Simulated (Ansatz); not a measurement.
This script for a calculation of the elastic constants of SiO2, space group P4_2/mnm with Ansatz 0.2.0, Python API holds a mistake.

The script, `elastic_sio2.py`:
```python
"""Elastic constants of SiO2."""

import ansatz as az
import numpy as np
from pymatgen.core import Lattice, Structure
from pymatgen.io.ase import AseAtomsAdaptor

pmg_structure = Structure(
    Lattice([(4.1773, 0.0, 0.0), (0.0, 4.1773, 0.0), (0.0, 0.0, 2.6652)]),
    ["Si", "Si", "O", "O", "O", "O"],
    [
        (0.0, 0.0, 0.0),
        (0.5, 0.5, 0.5),
        (0.3059, 0.3059, 0.0),
        (0.1941, 0.8059, 0.5),
        (0.6941, 0.6941, 0.0),
        (0.8059, 0.1941, 0.5),
    ],
)
structure = az.Crystal.from_ase(AseAtomsAdaptor.get_atoms(pmg_structure))

calculation = structure.calculation()
calculation = calculation.pseudopotentials("paw")
calculation = calculation.basis(450)
calculation = calculation.functional("LDA")
calculation = calculation.occupations("fixed")
calculation = calculation.kpoints(6, 6, 8)
res = calculation.elastic(az.ElasticMode.CLAMPED_ION, amplitude=0.2).run()
elastic = res.elastic

C = np.asarray(elastic.c_gpa)
for i in range(6):
    for j in range(i, 6):
        if abs(C[i, j]) > 0.05:
            print(f"C{i + 1}{j + 1} = {C[i, j]:.1f} GPa")
print("smallest eigenvalue of C:", round(elastic.stability.min_eigenvalue_gpa, 1), "GPa; tensor positive definite:", elastic.stability.min_eigenvalue_gpa > 0)
# averaged moduli need a positive definite tensor
if elastic.stability.min_eigenvalue_gpa > 0:
    m = elastic.moduli
    print(f"K = {m.k_hill_gpa:.1f}, G = {m.g_hill_gpa:.1f}, E = {m.youngs_gpa:.1f} GPa, Poisson ratio {m.poisson:.3f}, K/G = {m.k_hill_gpa / m.g_hill_gpa:.2f}")
    S = np.linalg.inv(elastic.c_gpa)
    print("Young modulus along x, y, z (GPa):", np.round(1 / np.diag(S)[:3], 1))
    print("linear compressibility along x, y, z (1/TPa):", np.round(1000 * S[:3, :3].sum(axis=1), 2))
```

Running `python elastic_sio2.py` prints:
```text
Traceback (most recent call last):
  File "elastic_sio2.py", line 28, in <module>
    res = calculation.elastic(az.ElasticMode.CLAMPED_ION, amplitude=0.2).run()
  ...
ansatz.RefusalError: invalid value for `elastic.amplitude`: must be finite and in (0, 0.1); got 0.2
```
(Library frames cut from the traceback.)

Why does it end like this?

The fault: amplitude far too large. Mended:

```diff
--- before
+++ after
@@ -27,3 +27,3 @@
 calculation = calculation.kpoints(6, 6, 8)
-res = calculation.elastic(az.ElasticMode.CLAMPED_ION, amplitude=0.2).run()
+res = calculation.elastic(az.ElasticMode.CLAMPED_ION).run()
 elastic = res.elastic
```

The mended script runs so:

```console
$ python elastic_sio2.py
C11 = 524.4 GPa
C12 = 182.7 GPa
C13 = 186.7 GPa
C22 = 524.4 GPa
C23 = 186.7 GPa
C33 = 729.3 GPa
C44 = 251.0 GPa
C55 = 251.0 GPa
C66 = 314.5 GPa
smallest eigenvalue of C: 251.0 GPa; tensor positive definite: True
K = 317.9, G = 239.6, E = 574.4 GPa, Poisson ratio 0.199, K/G = 1.33
Young modulus along x, y, z (GPa): [438.3 438.3 630.3]
linear compressibility along x, y, z (1/TPa): [1.22 1.22 0.74]
```

Caveats:
- With fixed filling the reported Fermi level is the top filled level among the k-points of the SCF.
- A positive definite tensor excludes instabilities under uniform strain alone; phonons elsewhere in the zone can still be imaginary.
- This is a high-temperature or high-pressure form, not the ambient phase.
- The cell stands under -3.6 GPa at these settings.
- The cell stands under an uneven stress, so these stress-strain coefficients aren't symmetric, and eigenvalues smaller than that stress decide nothing.
- These are clamped-ion constants: where atoms have free coordinates under strain, the relaxed-ion ones can be far smaller or negative, so this tensor doesn't settle whether the crystal is stable.
- The structure is a deposited one; some such entries were measured under pressure or heat, so a shift against it needn't be the functional's error alone.
- The constants belong to the cell that was strained; where it wasn't relaxed first it may be under stress.
- It ran for 33 s on 1 thread of Intel(R) Xeon(R) 6975P-C (Granite Rapids) (shared host), peak memory 0.52 GiB.

(A comment or docstring line of the script was reworded after the run, the code is as it ran.)
